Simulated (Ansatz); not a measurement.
# F3H2Si: the cost of one run

Program: Ansatz 0.2.0. Level of theory: UKS BHLYP-D4/def2-SVP. These are calculated values, not measurements.

## Step 1: The system as given

Bond lengths: Si2–F3 1.597 Å, Si2–F4 1.592 Å, Si2–F5 1.594 Å. Angles: F3–Si2–F4 103.0°, F3–Si2–F5 103.2°, F4–Si2–F5 104.6°.

As a file:

```xyz
6

H    -0.9757   -0.2478    0.9644
Si    0.0782    0.1020   -0.5469
F     0.2242    0.3805   -2.1127
F     0.8476    1.3323    0.1091
F     1.0402   -1.1466   -0.3087
H    -1.2145   -0.4204    1.8948
```

## Step 2: Pulling towards end A

Springs on the bonds that form and break draw the guess towards this end; the thresholds are loose.

The input, input.yaml:

```yaml
crystal:
  periodic: [false, false, false]
  atoms:
    - { symbol: H, position_ang: [-0.9757, -0.2478, 0.9644] }
    - { symbol: Si, position_ang: [0.0782, 0.102, -0.5469] }
    - { symbol: F, position_ang: [0.2242, 0.3805, -2.1127] }
    - { symbol: F, position_ang: [0.8476, 1.3323, 0.1091] }
    - { symbol: F, position_ang: [1.0402, -1.1466, -0.3087] }
    - { symbol: H, position_ang: [-1.2145, -0.4204, 1.8948] }
magnetization:
  spin_polarized: true
  initial_magnetization: 1
basis:
  gaussian: { orbitals: def2-SVP }
hamiltonian:
  xc: { name: BHLYP }
  dispersion: d4
relax:
  f_tol: 0.15
  max_steps: 25
  restrain:
    - { distance: [0, 5], at: 1.92, k: 30.0 }
    - { distance: [1, 0], at: 1.42, k: 30.0 }
output:
  orbitals: {}
```

Command:

```bash
ansatz run input.yaml --threads 2 --pin off --max-ram 3072MiB --backend cpu --events-out ev --progress --plain --runs-dir out
```

What time and memory should one allow on 2 threads of AMD EPYC 9R45 (Zen 5), shared host?

About 6 s, with a peak of 0.19 GiB.
